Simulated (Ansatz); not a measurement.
Set up this calculation in Ansatz 0.2.0, as the native input.

- Task: projected density of states
- Functional: PBE
- Potentials or basis: Ansatz PAW
- Cutoff: 420 eV (not typed: the program's choice for these potentials)
- k mesh: 8 × 8 × 8
- Occupations: fermi-dirac, width 0.05 eV
- Spin: no spin polarisation
- Hubbard terms: Ta d U = 3 eV
- Hubbard projectors: ortho-atomic (the default)
- Double counting: fll (the default)

The system is TaTe.

```
Ta Te
1.0
     3.42009    0.00000    0.00000
     0.00000    3.42009    0.00000
     0.00000    0.00000    3.42009
Ta Te
1 1
Direct
  0.50000 0.50000 0.50000
  0.00000 0.00000 0.00000
```

The cell was built by a generator and needn't be a form met in nature.

The input as run:

input.yaml

```yaml
crystal:
  lattice:
    - [3.42009, 0.0, 0.0]
    - [0.0, 3.42009, 0.0]
    - [0.0, 0.0, 3.42009]
  atoms:
    - { symbol: Ta, position: [0.5, 0.5, 0.5] }
    - { symbol: Te, position: [0.0, 0.0, 0.0] }
hamiltonian:
  xc: pbe
  pseudopotentials: { kind: paw }
  hubbard: { sites: [{ species: Ta, l: d, u_eff: 3.0 }] }
kpoints:
  mp_grid: { grid: [8, 8, 8] }
scf:
  occupations: { method: fermi_dirac, width: 0.05 }
  n_extra_bands: 6
output:
  forces: true
  stress: true
  eigenvalues: true
  dos: { projected: true, de: 0.05, nscf_kmesh: { grid: [12, 12, 12] } }
```

Potentials or basis: Ansatz PAW.

Command:

```console
$ ansatz run input.yaml --threads 2 --pin off --max-ram 5632MiB --backend cpu --events-out ev --progress --plain --runs-dir out
```

Results of the run:

```
Pressure                             : 3.1 GPa
Band gap on the k mesh               : none (metal or under the smearing width)
Density of states at the Fermi level : 2.79 states/eV per cell
```

Caveat: U without spin polarisation on a metal has little footing; the U is typed as a test and isn't derived for this compound; the density of states is complete only up to the lowest level of the last band computed.

Wall time 3.4 s on 2 threads of Arm Neoverse V1, on a shared host, peak memory 0.33 GiB.
